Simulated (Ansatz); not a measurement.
# F3H2NSi: the cost of one run

Program: Ansatz 0.2.0, Gaussian basis. Level of theory: PBE0-D4/def2-TZVP structures, single points in def2-TZVPP, no counterpoise correction. These are calculated values, not measurements.

Levels: SPW92, PBE-D4, BLYP-D4, r2SCAN-D4, B97M-V, PBE0-D4, B3LYP-D4, r2SCAN0-D4, BHLYP-D4, CAM-B3LYP-D4, wB97X-V, wB97M-V, B2PLYP, PBE-QIDH, RPA on PBE, Hartree-Fock, MP2, CCSD, CCSD(T).

Correlated methods freeze the cores. B3LYP uses VWN-RPA correlation. B2PLYP carries no dispersion term here.

94 further runs of the same task are left out: 94 set aside as unsound or not needed.

## (1) Where the work starts

The complex: 9 atoms, charge 0, spin multiplicity 1.

Atoms are counted from 1 here; the program's logs count them from 0.

Bond lengths: Si1–F3 1.567 Å, Si1–F4 1.567 Å, Si1–F5 1.573 Å, Si1–N7 1.704 Å, F2–H6 0.943 Å, N7–H8 1.012 Å, N7–H9 1.012 Å. Angles: F3–Si1–F4 110.9°, F3–Si1–F5 107.3°, F3–Si1–N7 108.5°, F4–Si1–F5 107.3°, F4–Si1–N7 108.5°, F5–Si1–N7 114.3°, Si1–N7–H8 116.6°, Si1–N7–H9 116.6°, H8–N7–H9 109.4°.

As a file:

```xyz
9
charge 0, multiplicity 1
Si   -0.7389    0.8158    0.1244
F     0.5070   -2.4979   -0.8796
F    -1.1527    0.9513   -1.3810
F    -1.8109    0.0015    0.9267
F    -0.7035    2.2669    0.7318
H     0.5617   -1.6323   -0.5093
N     0.7458   -0.0158    0.2054
H     1.0858   -0.2478    1.1300
H     1.5057    0.3583   -0.3485
```

Its parts: F₃H₂NSi holds atoms 1, 3, 4, 5, 7, 8, 9; HF holds atoms 2, 6. Each part counts its atoms afresh in its own runs.

## (2) Relaxing F₃H₂NSi alone

relax-a/in.yaml

```yaml
crystal:
  periodic: [false, false, false]
  atoms:
    - {symbol: Si, position_ang: [-0.738944, 0.815832, 0.124405]}
    - {symbol: F, position_ang: [-1.152715, 0.951285, -1.381011]}
    - {symbol: F, position_ang: [-1.810897, 0.001533, 0.926672]}
    - {symbol: F, position_ang: [-0.703543, 2.266852, 0.731827]}
    - {symbol: N, position_ang: [0.745758, -0.015823, 0.205407]}
    - {symbol: H, position_ang: [1.085818, -0.247821, 1.129964]}
    - {symbol: H, position_ang: [1.505736, 0.358258, -0.348465]}
basis:
  gaussian: {orbitals: def2-TZVP}
hamiltonian: {xc: pbe0, dispersion: d4}
relax: {f_tol: 0.005, max_steps: 200}
```

The run is started by

```
$ ansatz run in.yaml --threads 8 --pin off --events-out ev --progress --plain --max-ram 19148MiB
```

**Question.** How long does this run take on 8 threads of Arm Neoverse V2, shared host?

About 10 s.
